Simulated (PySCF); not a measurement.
# CoH3S3 (Co(SH)3): the cost of one run

Computed with PySCF 2.14.0 and routines of our own; the level stands in each step. Atoms count from 0.

### 1 The starting structure

7 atoms, charge 0, states of the metal's open shell are computed; geometry from: model geometry, bond lengths from ionic radii.

### 2 Ligand-field states: state-averaged CASSCF

The job: settings as JSON, then the geometry in Å.

```
{"job": {"kind": "lf", "basis": {"metal": "x2c-TZVPall", "ligand": "x2c-SVPall"}, "nevpt": true}, "charge": 0, "metal": "Co", "open_shell": "d6"}
Co     0.000000     0.000000     0.000000
S      2.170000     0.000000     0.000000
H      2.420000     1.320000     0.000000
S     -1.085000     1.879275     0.000000
H     -2.353154     1.435781     0.000000
S     -1.085000    -1.879275     0.000000
H     -0.066846    -2.755781     0.000000
```

Method: state-averaged CASSCF of the metal d shell, SC-NEVPT2 on the averaged canonical orbitals, state-interaction spin-orbit coupling.

Command:

```bash
OMP_NUM_THREADS=1 python lf_run.py task.json out
```

One launch serves the whole session: the jobs run in the order shown.

Q: Estimate the wall time and peak memory of this first job on 1 thread of AMD EPYC 9R45, shared host.

About 11 s, with a peak of 0.3 GiB.
